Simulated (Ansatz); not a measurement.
**BeNi: how the settings move a single-point run**

Aim: see which settings change the result for BeNi, by how much, and at what cost.

Method: reference: DFT, PBEsol, all-electron LAPW, scalar-relativistic; levels and slopes on a fine mesh, independent-particle optical spectra, in Ansatz 0.2.0.

## Step 1: The starting structure

The structure is cubic, space group Pm-3m (No. 221). The conventional cell has a = 2.583 Å, b = 2.583 Å, c = 2.583 Å, α = 90.00°, β = 90.00°, γ = 90.00°. Be (site symmetry m-3m) has 8 Ni at 2.24 Å as nearest neighbours. Around Ni (site symmetry m-3m) lie 8 Be at 2.24 Å.

Structure file:

```xyz
2
Lattice="2.5835 0.0000 0.0000 0.0000 2.5835 0.0000 0.0000 0.0000 2.5835" Properties=species:S:1:pos:R:3 pbc="T T T"
Be    0.0000    0.0000    0.0000
Ni    1.2917    1.2917    1.2917
```

## Step 2: The reference run

File input.yaml:

```yaml
crystal:
  lattice:
    - [2.58346748984, 0.0, 0.0]
    - [0.0, 2.58346748984, 0.0]
    - [0.0, 0.0, 2.58346748984]
  atoms:
    - { symbol: Be, position: [0.0, 0.0, 0.0] }
    - { symbol: Ni, position: [0.5, 0.5, 0.5] }
kpoints:
  mp_grid: { grid: [12, 12, 12] }
scf:
  occupations: { method: fermi_dirac, width: 0.08 }
hamiltonian:
  xc: pbesol
  pseudopotentials: { kind: all_electron, lapw: { basis_error: 0.001 } }
output:
  forces: true
  stress: true
  eigenvalues: true
  eigenstates:
    nscf_kmesh: { grid: [20, 20, 20] }
    de_dk: true
    e_range: [-14, 14]
  optics:
    e_range: [0, 20]
    de: 0.2
    sigma: 0.2
    bands: { spectra_wanted_up_to: 20 }
    nscf_kmesh: { grid: [20, 20, 20] }
    drude_damping: 0.1
checkpoint:
  write: ck
  write_wavefunctions: false
```

Run with:

```
ansatz run input.yaml --threads 1 --pin off --max-ram 3072MiB --backend cpu --events-out ev --progress --plain --runs-dir out
```

## Step 3: Changed: hubbard.sites [{species: Ni, l: d, u_eff: 1.0}], hubbard.double_counting fll

input.yaml, as its differences from that of step 2:

```diff
@@ -15,2 +15,3 @@
   pseudopotentials: { kind: all_electron, lapw: { basis_error: 0.001 } }
+  hubbard: { sites: [{ species: Ni, l: d, u_eff: 1.0 }], double_counting: fll }
 output:
```

Before running it: what results should come out? Wanted: for each run, ending; energy change; pressure; gap; force.

The runs gave:

| run | ending | energy change | pressure (GPa) | gap (eV) | force (eV/Å) | cycles | time |
| --- | --- | --- | --- | --- | --- | --- | --- |
| reference | converged | 0 | -0.1 | 0.00 | 0.00 | - | 84 s |
| 1: hubbard.sites [{species: Ni, l: d, u_eff: 1.0}], hubbard.double_counting fll | converged | +210.6 meV/atom (U changed: no physical gain or loss) | -0.6 | 0.00 | 0.00 | 9 | 1.8 min |

Residual by cycle in the longest SCF loop of each run; runs are numbered as in the table. The quantity is the density residual dr2, in eV.

| cycle | reference | run 1 |
| --- | --- | --- |
| 1 | 7.8e-4 | 0.00727 |
| 2 | 0.0277 | 0.00571 |
| 3 | 2.7e-4 | 0.0289 |
| 4 | 2.8e-4 | 5.0e-5 |
| 5 | 2.1e-7 | 1.1e-7 |
| 6 | 7.5e-8 | 5.0e-9 |
| 7 | 6.6e-10 | 5.6e-11 |
| 8 | 3.3e-12 | 5.1e-13 |
| 9 | 4.5e-14 | 2.1e-15 |

What this shows: Changing the Hubbard U moves the energy by +210.6 meV/atom, and the pressure goes from -0.1 to -0.6 GPa. The U term adds an energy of its own, so the shift says nothing about which run is better. A changed U is a change of model: its shifts are not errors of convergence.
